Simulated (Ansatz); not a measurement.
CsNiN under changes of volume

One of the cells (30.504 Å³/atom); the others are scaled copies at fixed shape and fractional positions:

```
CELL_PARAMETERS angstrom
5.53697 0.00000 0.00000
-2.76848 4.79515 0.00000
0.00000 0.00000 3.44666
ATOMIC_POSITIONS crystal
Cs 0.66667 0.33333 0.50000
Ni 0.33333 0.66667 0.00000
N 0.33333 0.66667 0.50000
```

The cell comes from a database or a generator and needn't be the stable form of this composition.

| Property | Result |
| --- | --- |
| Program | Ansatz 0.2.0 |
| Functional | PBE |
| Potentials or basis | Ansatz PAW |
| Cutoff | 420 eV (not typed: the program's choice for these potentials) |
| k mesh | 6 × 6 × 8 |
| Occupations | fermi-dirac, width 0.05 eV |
| Spin | collinear spin, ferromagnetic start |
| Starting moments | [0.0, 1.0, 0.0] μB |

| volume (Å³/atom) | energy over the lowest point (meV/atom) | pressure (GPa) | moment (μB per cell) |
| --- | --- | --- | --- |
| 28.673 | 18.19 | 3.2 | 0.35 |
| 29.283 | ? | ? | ? |
| 29.894 | 2.10 | 1.0 | 0.39 |
| 30.504 | 0.00 | 0.1 | 0.40 |
| 31.114 | 1.31 | -0.8 | 0.41 |
| 31.724 | 5.69 | -1.5 | 0.42 |
| 32.334 | 12.81 | -2.2 | 0.43 |

Task: What does the run at 29.283 Å³/atom give?

Result: Energy over the lowest point 8.02 meV/atom; pressure 2.0 GPa; moment 0.38 μB per cell.

Worked out: A Birch-Murnaghan fit of order 3 (a polynomial in V^(-2/3)) to the other rows has its minimum at 30.56 Å³/atom with B0 = V·E''(V) = 44 GPa and B' = 4.5 at fixed shape and positions, which overstates the stiffness. It gives 8.02 meV/atom at 29.283 Å³/atom, against the run's 8.02, and -dE/dV = 2.1 GPa, against 2.0. A straight line through the other rows of the moment, of slope 0.0211 μB per Å³/atom, gives 0.37 μB, against the run's 0.38.

Energies are extrapolated to zero smearing.

Caveats: a cell with one magnetic atom can't hold antiferromagnetic order, which such compounds often take (some runs).
